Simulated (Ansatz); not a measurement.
This script makes an atomisation energy of FH3O2Si, SMILES O[SiH](O)F with Ansatz's Python interface.

`fh3o2si.py`:
```python
# -*- coding: utf-8 -*-
'''Atomisation energy of FH3O2Si at the given geometry.'''

from collections import Counter
from dataclasses import dataclass

import ansatz as az


@dataclass(frozen=True)
class RunConfig:
    basis: str = 'def2-TZVPP'
    functional: str = 'CAM-B3LYP'


settings = RunConfig()


def energy_of(molecule, charge=0, unpaired=0):
    calc = molecule.calculation().basis(gaussian=settings.basis).functional(settings.functional)
    if charge:
        calc = calc.charge(charge)
    if unpaired:
        calc = calc.spin('collinear', total=unpaired)
    return calc.run(threads=1, pin='off').report['free_energy_ev']

geometry = (
    az.Crystal.molecule()
    .atom('O', (-0.1432, 0.3498, -1.3109))
    .atom('Si', (-0.1716, -0.3607, 0.1445))
    .atom('O', (1.327, -0.2831, 0.7445))
    .atom('F', (-1.052, 0.4995, 1.1002))
    .atom('H', (-1.0192, 0.8518, -1.5273))
    .atom('H', (-0.64, -1.7353, 0.0235))
    .atom('H', (1.7603, 0.61, 0.7797))
)

# Hund ground states
unpaired = {'O': 2, 'Si': 2, 'F': 1, 'H': 1}
counts = Counter(site.symbol for site in geometry.cartesian_sites)
atom_energy = {s: energy_of(az.Crystal.molecule().atom(s, (0, 0, 0)), 0, unpaired[s]) for s in counts}
whole = energy_of(geometry, 0, 0)
for s, e in atom_energy.items():
    print(f'{s:2s} x{counts[s]}  {e:14.5f} eV')
print(f'FH3O2Si: {whole:.5f} eV')
split = sum(counts[s] * e for s, e in atom_energy.items()) - whole
print(f'atomisation energy (no zero-point term): {split:.3f} eV, {split / sum(counts.values()):.3f} eV an atom')
```

What does it cost to take this molecule apart into atoms?

28.845 eV from the electronic energies, without the zero-point term.

The run itself:

```console
$ python fh3o2si.py
O  x2     -2042.84733 eV
Si x1     -7874.34661 eV
F  x1     -2714.25007 eV
H  x3       -13.57334 eV
FH3O2Si: -14743.85596 eV
atomisation energy (no zero-point term): 28.845 eV, 4.121 eV an atom
```

Reading the output:
- These settings explore the input space; basis and method may be short of convergence.
- The geometry is a force-field or estimated start, not a minimum of this method, and the basis set is short of its limit. All parts are taken at fixed geometry, without zero-point energy.
- The whole script took 7 s on 1 thread of Arm Neoverse V1 (shared host), peak memory 0.42 GiB.

(A comment or docstring line of the script was reworded after the run, the code is as it ran; lines on the test bed's own set-up are left out of the output.)
